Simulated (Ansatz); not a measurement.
# AlH5N2OSi: the cost of one run

Method: RKS PBE/def2-SVP, in Ansatz 0.2.0.

## (1) Starting point

Bond lengths: N1–Si2 1.734 Å, Si2–N3 1.792 Å, Si2–Al4 2.385 Å, N3–Al4 1.958 Å, Al4–O5 1.778 Å, N1–H6 1.054 Å, N1–H7 1.087 Å, Si2–H8 1.456 Å, N3–H9 1.017 Å, O5–H10 0.970 Å. Angles (14 of 16 angles, heavy atoms first): N1–Si2–N3 109.8°, N1–Si2–Al4 114.4°, N3–Si2–Al4 53.7°, Si2–N3–Al4 78.9°, Si2–Al4–N3 47.5°, Si2–Al4–O5 154.5°, N3–Al4–O5 158.0°, N1–Si2–H8 117.6°, N3–Si2–H8 107.1°, Al4–Si2–H8 128.0°, Si2–N1–H6 111.4°, Si2–N1–H7 106.9°, Si2–N3–H9 109.6°, Al4–N3–H9 101.4°.

Structure file:

```xyz
10

N    -2.1398    0.3487    0.2024
Si   -0.7900   -0.4904   -0.4898
N     0.4780    0.6836   -0.9638
Al    1.2828   -0.1195    0.6305
O     2.4818   -0.3853    1.9156
H    -1.8383    0.9717    0.9968
H    -2.4705    1.0767   -0.5346
H    -1.0440   -1.3368   -1.6464
H     1.0528    0.2860   -1.7019
H     3.0705   -1.0859    1.5943
```

## (2) Relaxing end A

input.yaml

```yaml
crystal:
  periodic: [false, false, false]
  atoms:
    - { symbol: "N", position_ang: [-2.1398, 0.3487, 0.2024] }
    - { symbol: Si, position_ang: [-0.79, -0.4904, -0.4898] }
    - { symbol: "N", position_ang: [0.478, 0.6836, -0.9638] }
    - { symbol: Al, position_ang: [1.2828, -0.1195, 0.6305] }
    - { symbol: O, position_ang: [2.4818, -0.3853, 1.9156] }
    - { symbol: H, position_ang: [-1.8383, 0.9717, 0.9968] }
    - { symbol: H, position_ang: [-2.4705, 1.0767, -0.5346] }
    - { symbol: H, position_ang: [-1.044, -1.3368, -1.6464] }
    - { symbol: H, position_ang: [1.0528, 0.286, -1.7019] }
    - { symbol: H, position_ang: [3.0705, -1.0859, 1.5943] }
basis:
  gaussian: { orbitals: def2-SVP }
hamiltonian:
  xc: pbe
relax:
  f_tol: 0.015
  max_steps: 40
output:
  orbitals: {}
```

Command:

```
$ ansatz run input.yaml --threads 2 --pin off --max-ram 3072MiB --backend cpu --events-out ev --progress --plain --runs-dir out
```

What time and memory should one allow on 2 threads of INTEL XEON PLATINUM 8581C at 2.30GHz (Emerald Rapids), shared host?

About 21 s, with a peak of 0.17 GiB.
